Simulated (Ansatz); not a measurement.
# SiO2: the cost of one run

Computed with Ansatz 0.2.0 (DFT r2SCAN, scalar-relativistic, plane waves, PAW, unless a step's input says otherwise).

5 further runs of the same task are left out: 2 that didn't finish, 3 set aside as unsound or not needed.

## Step 1: The structure to begin with

It takes space group P4_32_12 (No. 96, tetragonal). The conventional cell has a = 4.983 Å, b = 4.983 Å, c = 6.920 Å, α = 90.00°, β = 90.00°, γ = 90.00°. Si (site symmetry 2) has 4 O at 1.61 Å in its first shell of neighbours. O (site symmetry 1) has 2 Si at 1.61 Å in its first shell of neighbours.

Structure file:

```
CELL_PARAMETERS angstrom
4.98338 0.00000 0.00000
0.00000 4.98338 0.00000
0.00000 0.00000 6.91954
ATOMIC_POSITIONS crystal
Si 0.80206 0.80206 0.50000
Si 0.69794 0.30206 0.25000
Si 0.19794 0.19794 0.00000
Si 0.30206 0.69794 0.75000
O 0.26169 0.39152 0.81891
O 0.10848 0.76169 0.56891
O 0.73831 0.60848 0.31891
O 0.89152 0.23831 0.06891
O 0.76169 0.10848 0.43109
O 0.60848 0.73831 0.68109
O 0.23831 0.89152 0.93109
O 0.39152 0.26169 0.18109
```

It is the result of an earlier relaxation at this level (volume 14.32 Å³/atom; gap on the mesh: 6.34 eV).

## Step 2: Static run: bands, density of states and charges

File input.yaml:

```yaml
crystal:
  lattice:
    - [4.9833800527, 0.0, 0.0]
    - [0.0, 4.9833800527, 0.0]
    - [0.0, 0.0, 6.9195427378]
  atoms:
    - { symbol: Si, position: [0.8020607766, 0.8020607766, 0.5] }
    - { symbol: Si, position: [0.6979392234, 0.3020607766, 0.25] }
    - { symbol: Si, position: [0.1979392234, 0.1979392234, 0.0] }
    - { symbol: Si, position: [0.3020607766, 0.6979392234, 0.75] }
    - { symbol: O, position: [0.2616871676, 0.3915244061, 0.8189055404] }
    - { symbol: O, position: [0.1084755939, 0.7616871676, 0.5689055404] }
    - { symbol: O, position: [0.7383128324, 0.6084755939, 0.3189055404] }
    - { symbol: O, position: [0.8915244061, 0.2383128324, 0.0689055404] }
    - { symbol: O, position: [0.7616871676, 0.1084755939, 0.4310944596] }
    - { symbol: O, position: [0.6084755939, 0.7383128324, 0.6810944596] }
    - { symbol: O, position: [0.2383128324, 0.8915244061, 0.9310944596] }
    - { symbol: O, position: [0.3915244061, 0.2616871676, 0.1810944596] }
basis:
  ecutwfc: 500
kpoints:
  mp_grid: { grid: [6, 6, 4] }
  band_path:
    path:
      - [[0.0, 0.0, 0.0], [0.0, 0.5, 0.0], [0.5, 0.5, 0.0], [0.0, 0.0, 0.0], [0.0, 0.0, 0.5], [0.0, 0.5, 0.5], [0.5, 0.5, 0.5], [0.0, 0.0, 0.5]]
      - [[0.0, 0.5, 0.0], [0.0, 0.5, 0.5]]
      - [[0.5, 0.5, 0.0], [0.5, 0.5, 0.5]]
    npoints: 10
hamiltonian:
  xc: r2scan
scf:
  occupations: { method: gaussian, width: 0.02 }
  n_extra_bands: 30
output:
  forces: true
  stress: true
  eigenvalues: true
  populations: true
  dos: { projected: true, de: 0.02, nscf_kmesh: { grid: [9, 9, 6] } }
  bader: false
  write_density: true
  write_potential: true
  elf: true
  volumetric_format: npy
```

Launch:

```
$ ansatz run input.yaml --threads 2 --pin off --max-ram 5120MiB --backend cpu --events-out ev --progress --plain --runs-dir out
```

What time and memory should one allow on 2 threads of Intel Xeon at 2.60GHz (Ice Lake), shared host?

About 80 s, with a peak of 1.2 GiB.
